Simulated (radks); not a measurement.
**Cl⁺ in [Ne] 3s1 3p4 4p1: an all-electron calculation**

An exercise on one series of results from a longer session: the logs are not shown, and one member is left open.

Method: non-relativistic Kohn-Sham, LDA (Slater exchange, Perdew-Zunger correlation), spin-unpolarised, spherical densities, point nucleus. Code: radks (a radial shooting solver on a logarithmic mesh, Libxc functionals) version 1.

### What is computed

```
element       : chlorine (Z = 17)
charge        : +1
electrons     : 16
configuration : [Ne] 3s1 3p4 4p1
```

Outer shells as boxes (Hund's rule):

Cl⁺
```
[Ne] core
3s [↑ ]
3p [↑↓][↑ ][↑ ]
4p [↑ ][  ][  ]
```

Set-up of the first run:

Settings of this run:

```text
Z 17
configuration [Ne] 3s1 3p4 4p1
relativity non-relativistic
functional lda,pz
spin unpolarised
nucleus point
```

One of the session's tables, all rows but one given; the rest of the session is left out.

It belongs to the step «Radial structure». From the orbitals of this run (lengths in bohr):

```
level      <r>  outermost maximum (interpolated)  90 % within  nodes
   1s  0.09165                            0.0601        0.164      0
   2s   0.4476                             0.365        0.700      1
   2p   0.4077                             0.302        0.677      0
   3s    1.447                              1.25         2.17      2
   3p        ?                                 ?            ?      ?
   4p    4.875                              4.38         7.10      2
```

Q: Estimate the row for 3p from the others.

**Answer.** <r>: 1.607; outermost maximum (interpolated): 1.34; 90 % within: 2.47; nodes: 1. In the column «<r>» it lies between 3s (1.447) and 4p (4.875).
